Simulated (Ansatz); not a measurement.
# ZrGe4Mo: the cost of one run

Program: Ansatz 0.2.0. Level of theory: DFT PBE, scalar-relativistic, plane waves, PAW. These are calculated values, not measurements.

## Step 1: The structure to begin with

Symmetry: F-43m, No. 216, cubic system. Conventional cell: a = 7.349 Å, b = 7.349 Å, c = 7.349 Å, α = 90.00°, β = 90.00°, γ = 90.00°. Zr (site symmetry -43m) has 12 Ge at 3.05 Å and 4 Mo at 3.18 Å in its first shell of neighbours. Ge (site symmetry 3m) is surrounded by 6 Ge at 2.59 to 2.61 Å and 3 Zr at 3.05 Å and 3 Mo at 3.05 Å. Mo (site symmetry -43m) has 12 Ge at 3.05 Å and 4 Zr at 3.18 Å in its first shell of neighbours.

As a file:

```
CELL_PARAMETERS angstrom
0.00000 3.67430 3.67430
3.67430 0.00000 3.67430
3.67430 3.67430 0.00000
ATOMIC_POSITIONS crystal
Zr 0.75000 0.75000 0.75000
Ge 0.37550 0.37550 0.37550
Ge 0.37550 0.87350 0.37550
Ge 0.87350 0.37550 0.37550
Ge 0.37550 0.37550 0.87350
Mo 0.00000 0.00000 0.00000
```

The cell is invented: species swapped into a database cell of MgCu4Sn (F-43m, No. 216), with Zr on the Mg sites, Ge on the Cu sites and Mo on the Sn sites. Lengths come from tabulated atomic sizes and are only a guess.

## Step 2: A first look at the guess

The input, input.yaml:

```yaml
crystal:
  lattice:
    - [0.0, 3.67429822, 3.67429822]
    - [3.67429822, 0.0, 3.67429822]
    - [3.67429822, 3.67429822, 0.0]
  atoms:
    - { symbol: Zr, position: [0.75, 0.75, 0.75] }
    - { symbol: Ge, position: [0.37549897, 0.37549897, 0.37549897] }
    - { symbol: Ge, position: [0.37549897, 0.87350309, 0.37549897] }
    - { symbol: Ge, position: [0.87350309, 0.37549897, 0.37549897] }
    - { symbol: Ge, position: [0.37549897, 0.37549897, 0.87350309] }
    - { symbol: Mo, position: [0.0, 0.0, 0.0] }
basis:
  ecutwfc: 420
kpoints:
  mp_grid: { grid: [4, 4, 4] }
hamiltonian:
  xc: pbe
scf:
  occupations: { method: gaussian, width: 0.1 }
  lower_state_search: "off"
output:
  forces: true
  stress: true
  eigenvalues: true
```

Launch:

```sh
> ansatz run input.yaml --threads 1 --pin off --max-ram 2560MiB --backend cpu --events-out ev --progress --plain --runs-dir out
```

**Question.** How long does this run take on 1 thread of Intel Xeon at 2.50GHz (Skylake/Cascade Lake), shared host, and how much memory does it need?

About 8.2 s, with a peak of 0.38 GiB.
